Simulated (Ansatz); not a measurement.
# GeC+ (quartet): from Hartree-Fock to the top rungs at distance Ge1–C2 = 1.740 Å, cc-pVDZ

How much of the correlation energy of GeC+ (quartet) does each wave-function method recover here?

Computed with Ansatz 0.2.0, Gaussian basis. Level: cc-pVDZ, core rule «outside noble gas», up to 15 orbitals frozen.

Plan: UHF; CCSD(T) on ROHF; CCSD(T) on UHF; BCCD(T) on ROHF; CISD; CCSDT(Q) on ROHF; CCSDT(Q) on UHF; CASSCF and MRCISD+Q, 5 electrons in 5 orbitals; CASSCF and NEVPT2, 5 electrons in 5 orbitals; CASSCF and MRCISD+Q, 7 electrons in 8 orbitals; CASSCF and NEVPT2, 7 electrons in 8 orbitals; Full CI.

15 further runs of the same task are left out: 11 that didn't finish, 4 set aside as unsound or not needed.

## 1. What is computed

The geometry derives from a PBE0/def2-TZVP stationary point (not a proven minimum). One bond is set to the value named and the two fragments are kept rigid. No spin-orbit coupling is included. The filled d shell of Ge may be among the frozen orbitals whatever the setting's name suggests; the logs give the count.

2 atoms, charge 1, spin multiplicity 4.

Atoms are counted from 1 here; the program's logs count them from 0.

Bond lengths: Ge1–C2 1.740 Å.

## 2. UHF

in.yaml

```yaml
crystal:
  periodic: [false, false, false]
  atoms:
    - {symbol: Ge, position_ang: [0.000000, 0.000000, 0.000000]}
    - {symbol: C, position_ang: [0.000000, 0.000000, 1.740000]}
basis:
  gaussian: {orbitals: cc-pVDZ}
total_charge: 1
magnetization: {spin_polarized: true, initial_magnetization: 3}
hamiltonian: {xc: hf}
output: {orbitals: {seedname: orbitals}}
```

On the command line:

```
> ansatz run in.yaml --threads 1 --pin off --events-out ev --progress --plain --max-ram 2393MiB
```

Further steps of the session: CCSD(T) on ROHF; CCSD(T) on UHF; BCCD(T) on ROHF; CISD; CCSDT(Q) on ROHF; CCSDT(Q) on UHF; CASSCF and MRCISD+Q, 5 electrons in 5 orbitals; CASSCF and NEVPT2, 5 electrons in 5 orbitals; CASSCF and MRCISD+Q, 7 electrons in 8 orbitals; CASSCF and NEVPT2, 7 electrons in 8 orbitals; Full CI.

**Question.** What will the summary of the whole plan be? Wanted: FCI below the RHF energy; RMP2 from FCI; UMP2 from FCI; RCCSD from FCI; RCCSD(T) from FCI; UCCSD(T) from FCI; RCCSDT(Q) from FCI; UCCSDT(Q) from FCI; NEVPT2 pair from FCI.

**Answer**, as computed:

| quantity | value |
| --- | --- |
| FCI below the RHF energy | -3.9561 eV |
| RMP2 from FCI | +1068.4 meV |
| UMP2 from FCI | +1062.4 meV |
| RCCSD from FCI | +185.9 meV |
| RCCSD(T) from FCI | +50.7 meV |
| UCCSD(T) from FCI | +47.1 meV |
| RCCSDT(Q) from FCI | 0.0 meV |
| UCCSDT(Q) from FCI | -4.2 meV |
| NEVPT2 pair from FCI | +1055.9 meV |
| MRCISD+Q pair from FCI | +137.1 meV |
| NEVPT2 valence from FCI | +511.2 meV |
| levels within 1 kcal/mol (43 meV) | RCCSDT, UCCSDT, RCCSDT(Q), UCCSDT(Q), MRCISD+Q valence |
| T1 diagnostic | 0.051 |
| effectively unpaired electrons | 3.07 |

What this shows: RCCSD(T) lands +50.7 meV from the yardstick (1.3 % of the correlation energy). UCCSDT(Q) falls below full CI: unrestricted runs freeze a spin-polarised core, another one than full CI's, and coupled cluster isn't variational. The occupations are near whole numbers, but T1 = 0.051 shows that the orbitals relax strongly. Of the multireference levels listed MRCISD+Q valence comes nearest in total energy (+3.5 meV), which doesn't show that its space is the better one. These misses are within one basis, not against nature; the frozen cores of restricted and unrestricted runs differ, which can shift their rows.
